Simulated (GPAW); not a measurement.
GaF:

```
Ga F
1.0
     3.16592    0.00000    0.00000
     0.00000    3.16592    0.00000
     0.00000    0.00000    3.16592
Ga F
1 1
Direct
  0.00000 0.00000 0.00000
  0.50000 0.50000 0.50000
```

The cell was built by a generator and needn't be a form met in nature.

Base run:

- Program: GPAW 26.7.0
- Functional: vdW-DF2
- Potentials or basis: GPAW PAW data sets (gpaw-data 1.2.1)
- Cutoff: 800 eV
- Basis: pw
- k mesh: 8 × 8 × 8
- Occupations: fermi-dirac, width 0.05 eV
- Spin: no spin polarisation

Its results: band gap on the k mesh 0.91 eV, indirect (least direct gap 1.49 eV).

The run is repeated on the same cell with these changes: functional from vdW-DF2 to PBE. What comes out?

Band gap on the k mesh 0.34 eV, indirect (least direct gap 1.12 eV).

Not every run made on this cell is shown here.
